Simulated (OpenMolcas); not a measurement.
# CH5FOSn (SMILES [CH3][SnH]([OH])[F]) at 6 levels

Wanted: a comparison of 6 runs (HF/STO-3G, HF/def2-SVP, BLYP/def2-SVP, M06-2X/def2-SVP, M06-L/def2-SVP, PBE/def2-SVP) of CH5FOSn. 

The results are computed with OpenMolcas 26.06.

### 1 The structure to begin with

The species is CH5FOSn (9 atoms), meant as a singlet with charge 0. SMILES: `[CH3][SnH]([OH])[F]`. The shape is that of a PBE0-D4/def2-TZVP optimisation. This is one conformer, not always the lowest.

Bond lengths: C1–Sn2 2.120 Å, Sn2–O3 1.954 Å, Sn2–F4 1.928 Å, C1–H5 1.090 Å, C1–H6 1.090 Å, C1–H7 1.090 Å, Sn2–H8 1.697 Å, O3–H9 0.960 Å. Some angles: C1–Sn2–O3 112.2°, C1–Sn2–F4 104.4°, O3–Sn2–F4 104.6°, C1–Sn2–H8 121.5°, O3–Sn2–H8 105.6°, F4–Sn2–H8 107.3°, Sn2–C1–H5 109.8°, Sn2–C1–H6 110.0°, Sn2–C1–H7 108.7°, Sn2–O3–H9 113.8°.

### 2 Energy and forces at HF/STO-3G (run 1)

File coord.xyz:

```xyz
9

C     -0.348000     1.320900    -0.172600
Sn    -0.271200    -0.757400     0.237600
O      1.527400    -1.346400     0.725000
F     -0.613200    -1.596000    -1.464600
H     -1.361700     1.603400    -0.455800
H     -0.043600     1.885400     0.708500
H      0.329800     1.539100    -0.997600
H     -1.308700    -1.477000     1.371800
H      2.177700    -1.218400     0.030600
```

File mol.inp:

```
&GATEWAY
 BASLIB=$CurrDir
 COORD=coord.xyz
 BASIS=STO-3G
 GROUP=NoSym

&SEWARD

&SCF
 THRESHOLDS=1e-10 1e-07 1e-07 1e-05
 PRORBITALS=1 2

&ALASKA
```

The basis set STO-3G is read from a file made from the Basis Set Exchange's data (not shown).

The run is started by

```
$ export MOLCAS_MEM=1860
$ pymolcas mol.inp > mol.log
```

What it wrote:

```text
--- Start Module: gateway ---
[...]
--- Stop Module: gateway /rc=_RC_ALL_IS_WELL_ ---
[...]
      Basis functions           47
[...]
--- Start Module: scf ---
[...]
       Convergence after  12 Iterations
[...]
::    Total SCF energy                              -6175.5150903762
[...]
      Total spin, S                                     0.0000000000
[...]
      Total electronic charge=   78.000000
      Total            charge=   -0.000000
[...]
      Dipole Moment (debye):
      Origin of the operator (angstrom)=   -0.1403   -0.7239    0.0631
                   X= -4.9872E-01               Y=  1.4950E+00               Z=  3.3156E-01           Total=  1.6105E+00
      Quadrupole Moment (debye*angstrom):
[...]
 *              Molecular gradients               *
 **************************************************
  Irreducible representation: a
 ------------------------------------------------------------------------------------------
                              X                       Y                       Z
 ------------------------------------------------------------------------------------------
  C1                1.05951378031843E-03    1.59081158714010E-02   -8.64662581362863E-03
  SN2              -1.07448146608746E-03    2.48300733156901E-02    1.07471238679473E-02
  O3                3.29974166867792E-02    2.48520236496752E-03   -2.86617963446112E-02
  F4               -3.75276672270353E-03   -8.32816354984800E-03   -1.76469786140743E-02
  H5               -9.50220242910316E-03   -4.06494760138321E-03   -1.64161656360129E-03
  H6                3.35267821481455E-03   -2.40469382893860E-03    1.04398054832036E-02
  H7                6.42896863683839E-03   -4.10369836141378E-03   -6.71401346107814E-03
  H8               -1.34907778015876E-02   -1.61324382390058E-02    1.38135854697969E-02
[...]
```

It took 2.3 s on 1 thread of Intel Xeon 6975P-C (Granite Rapids), shared host; peak memory 0.38 GiB.

### 3 Energy and forces at HF/def2-SVP (core potential) (run 2)

File test.inp:

```
&gateway
  baslib=$CurrDir
  basisset
  C.def2-SVP....
  C1 -0.348000 1.320900 -0.172600 angstrom
  End of Basis
  basisset
  Sn.def2-SVP....
  Sn2 -0.271200 -0.757400 0.237600 angstrom
  End of Basis
  basisset
  O.def2-SVP....
  O3 1.527400 -1.346400 0.725000 angstrom
  End of Basis
  basisset
  F.def2-SVP....
  F4 -0.613200 -1.596000 -1.464600 angstrom
  End of Basis
  basisset
  H.def2-SVP....
  H5 -1.361700 1.603400 -0.455800 angstrom
  H6 -0.043600 1.885400 0.708500 angstrom
  H7 0.329800 1.539100 -0.997600 angstrom
  H8 -1.308700 -1.477000 1.371800 angstrom
  H9 2.177700 -1.218400 0.030600 angstrom
  End of Basis

&seward

&scf
  thresholds=1e-10 1e-07 1e-07 1e-05
  prorbitals=1 2

&alaska
```

The basis set def2-SVP is read from a file made from the Basis Set Exchange's data (not shown).

The run is started by

```
$ export MOLCAS_MEM=1860
$ pymolcas test.inp > test.log
```

What it wrote:

```text
--- Start Module: gateway ---
[...]
--- Stop Module: gateway /rc=_RC_ALL_IS_WELL_ ---
[...]
      Basis functions           93
[...]
--- Start Module: scf ---
[...]
       Convergence after  13 Iterations
[...]
::    Total SCF energy                               -428.2853529138
[...]
      Total spin, S                                     0.0000000000
[...]
      Total electronic charge=   50.000000
      Total            charge=   -0.000000
[...]
      Dipole Moment (debye):
      Origin of the operator (angstrom)=   -0.1403   -0.7239    0.0631
                   X= -3.5408E-01               Y=  3.0687E+00               Z=  9.3146E-01           Total=  3.2264E+00
      Quadrupole Moment (debye*angstrom):
[...]
 *              Molecular gradients               *
 **************************************************
  Irreducible representation: a
 ------------------------------------------------------------------------------------------
                              X                       Y                       Z
 ------------------------------------------------------------------------------------------
  C1                4.66869371157252E-04   -2.58635145112862E-03   -4.14457403107193E-04
  SN2               3.69507486767517E-03    5.53297851887469E-03   -3.19829906415237E-03
  O3               -1.19462542113258E-02   -3.58630476001753E-03    1.54221896271789E-02
  F4               -3.40353892984702E-04    7.96823470164298E-04    1.98332421771141E-04
  H5               -5.84204267899402E-04   -1.09703686556983E-03    7.84885792088907E-05
  H6                2.86164017389678E-04   -1.12879184272963E-03    7.82103655201816E-04
  H7                3.86003067366580E-04   -1.04890480456921E-03   -1.07487568314912E-04
  H8                2.64247937603379E-04   -9.64558988147957E-04    9.06639930375874E-04
[...]
```

Wall time 7.5 s (1 thread of Intel Xeon 6975P-C (Granite Rapids), shared host); peak memory 0.51 GiB.

Runs 3 to 5 aren't shown in full; the table further down has their settings and results.

### 4 Energy and forces at PBE/def2-SVP (core potential) (run 6)

File input.xyz:

```xyz
9

C     -0.348000     1.320900    -0.172600
Sn    -0.271200    -0.757400     0.237600
O      1.527400    -1.346400     0.725000
F     -0.613200    -1.596000    -1.464600
H     -1.361700     1.603400    -0.455800
H     -0.043600     1.885400     0.708500
H      0.329800     1.539100    -0.997600
H     -1.308700    -1.477000     1.371800
H      2.177700    -1.218400     0.030600
```

File job.input:

```
* CH5FOSn Kohn-Sham DFT

&GATEWAY
  BasLib=$CurrDir
  Coord=input.xyz
  Basis=def2-SVP
  Group=NoSym

&SEWARD
  GridInput
  Grid=UltraFine
  End of Grid

&SCF
  KSDFT=PBE
  Thresholds=1e-10 1e-07 1e-07 1e-05
  PrOrbitals=1 2

&ALASKA
```

The basis set def2-SVP is read from a file made from the Basis Set Exchange's data (not shown).

The run is started by

```
$ export MOLCAS_MEM=1860
$ pymolcas job.input > job.log
```

What it wrote:

```text
--- Start Module: gateway ---
[...]
--- Stop Module: gateway /rc=_RC_ALL_IS_WELL_ ---
[...]
      Basis functions           93
[...]
--- Start Module: scf ---
[...]
       Convergence after  18 Iterations
[...]
::    Total KS-DFT energy                            -430.0964865133
[...]
      Total spin, S                                     0.0000000000
[...]
      Total electronic charge=   50.000000
      Total            charge=   -0.000000
[...]
      Dipole Moment (debye):
      Origin of the operator (angstrom)=   -0.1403   -0.7239    0.0631
                   X= -5.1130E-02               Y=  2.6299E+00               Z=  6.3967E-01           Total=  2.7070E+00
      Quadrupole Moment (debye*angstrom):
[...]
 *              Molecular gradients               *
 **************************************************
  Irreducible representation: a
 ------------------------------------------------------------------------------------------
                              X                       Y                       Z
 ------------------------------------------------------------------------------------------
  C1                4.18990289470123E-04    7.29204442599496E-04   -8.93321913669975E-04
  SN2               9.43493611699964E-03   -8.05950835531966E-03   -6.81845136993253E-03
  O3               -8.37209699589359E-03    9.43682329719842E-03   -1.78186540626921E-02
  F4                3.85924136987814E-03    8.76743519105361E-03    1.70934531718423E-02
  H5                1.03517539895215E-02   -2.99167634429254E-03    2.82692558750863E-03
  H6               -2.98775113707173E-03   -5.90446442191750E-03   -8.94392620956719E-03
  H7               -6.89718502067382E-03   -2.13887137027347E-03    8.39042643113119E-03
  H8                3.61050516370964E-03    2.84930948200879E-03   -5.15305129373456E-03
[...]
```

Run time: 28 s. Hardware: 1 thread of Intel Xeon 6975P-C (Granite Rapids), shared host; peak memory 0.51 GiB.

### 5 All runs side by side

| run | level | integration grid | energy (Eh) | dipole moment (D) | HOMO energy (eV) | LUMO energy (eV) | wall time |
| --- | --- | --- | --- | --- | --- | --- | --- |
| 1 | HF/STO-3G | – | -6175.515090 | 1.61 | -8.59 | 10.15 | 2.3 s |
| 2 | HF/def2-SVP (core potential) | – | -428.285353 | 3.23 | -11.83 | 3.35 | 7.5 s |
| 3 | BLYP/def2-SVP (core potential) | UltraFine | -430.225944 | 2.70 | -6.46 | -0.97 | 30 s |
| 4 | M06-2X/def2-SVP (core potential) | UltraFine | -430.182902 | 2.94 | -9.74 | 1.00 | 31 s |
| 5 | M06-L/def2-SVP (core potential) | UltraFine | -430.473503 | 2.80 | -6.95 | -0.54 | 37 s |
| 6 | PBE/def2-SVP (core potential) | UltraFine | -430.096487 | 2.71 | -6.61 | -1.00 | 28 s |

### 6 Outcome

```
                       quantity          value
            run 6: total energy  -430.09649 Eh
           run 6: dipole moment         2.71 D
             run 6: HOMO energy       -6.61 eV
             run 6: LUMO energy       -1.00 eV
           run 6: HOMO–LUMO gap        5.60 eV
run 6: largest force on an atom     1.123 eV/Å
```

**Reading.** The dipole moment (its size) runs from 1.61 D (HF/STO-3G) to 3.23 D (HF/def2-SVP). The two ends differ in basis and core potential. The HOMO–LUMO gap runs from 5.49 eV (BLYP/def2-SVP) to 18.74 eV (HF/STO-3G). The two ends differ in method and basis and core potential. Totals of different functionals can't be ranked against each other. Some runs of one species differ in core potentials or relativity; totals across that change don't compare. In run 1 the basis is minimal, so the values are rough. In run 1 relativity is left out where basis or elements ask for it. All runs together took 2.3 min, the longest 37 s.
